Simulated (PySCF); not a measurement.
# A diatomic session: I₂

One table from this session's results is given with a row withheld; the runs are named, their logs left out.

Method: I x2c-TZVPPall, spin-free X2C with a Gaussian nucleus; program: PySCF 2.14.0.

Set-up of the first run:

Settings of the job:

| Item | Value |
| --- | --- |
| atoms | I, I |
| charge | 0 |
| basis | I x2c-TZVPPall |
| Hamiltonian | spin-free X2C with a Gaussian nucleus |
| basis functions | 120 |
| electrons treated | 106 |
| masses in u | 126.9045, 126.9045 |
| levels | PBE0, PBE, r²SCAN, r²SCAN0, r²SCANh, B2PLYP, B97-3, HSE06, HF, MP2, SCS-MP2, CCSD, CCSD(T) |
| grid | 80 radial by 434 angular points |
| occupations | held fixed by the projection of orbital angular momentum |
| dissociation limit | I + I, each in its ground configuration |
| starting distance in angstrom | 2.620 |
| values of 2S to try | 0, 2 |

Started as:

```sh
OMP_NUM_THREADS=2 python dia.py task.json out
```

Steps of the session up to this table: Set-up; The PBE0 curve of the state that the search chose; Other states along the same grid; PBE; r²SCAN; r²SCAN0; r²SCANh; B2PLYP (double hybrid); B97-3 (global hybrid GGA); HSE06 (range-separated hybrid); RHF; MP2 and coupled cluster.

One of the session's tables, all rows but one given; the rest of the session is left out.

Differences from CCSD(T) in the same basis:

```
      level  Re (mÅ)  ωe (%)
        RHF      -20    +9.5
    RHF-MP2      -36    +7.6
RHF-SCS-MP2      -18    +4.4
   RHF-CCSD      -11    +3.4
        PBE       +2    -0.4
     r²SCAN      -10    +2.6
    r²SCANh        ?       ?
       PBE0      -28    +6.0
    r²SCAN0      -33    +7.5
      B97-3      -11    +3.7
      HSE06      -20    +4.6
     B2PLYP       -6    +2.3
```

**Question.** Estimate the row for r²SCANh.

As computed: Re (mÅ): -19; ωe (%): +4.6. In the column «Re (mÅ)» it lies between HSE06 (-20) and RHF-SCS-MP2 (-18).
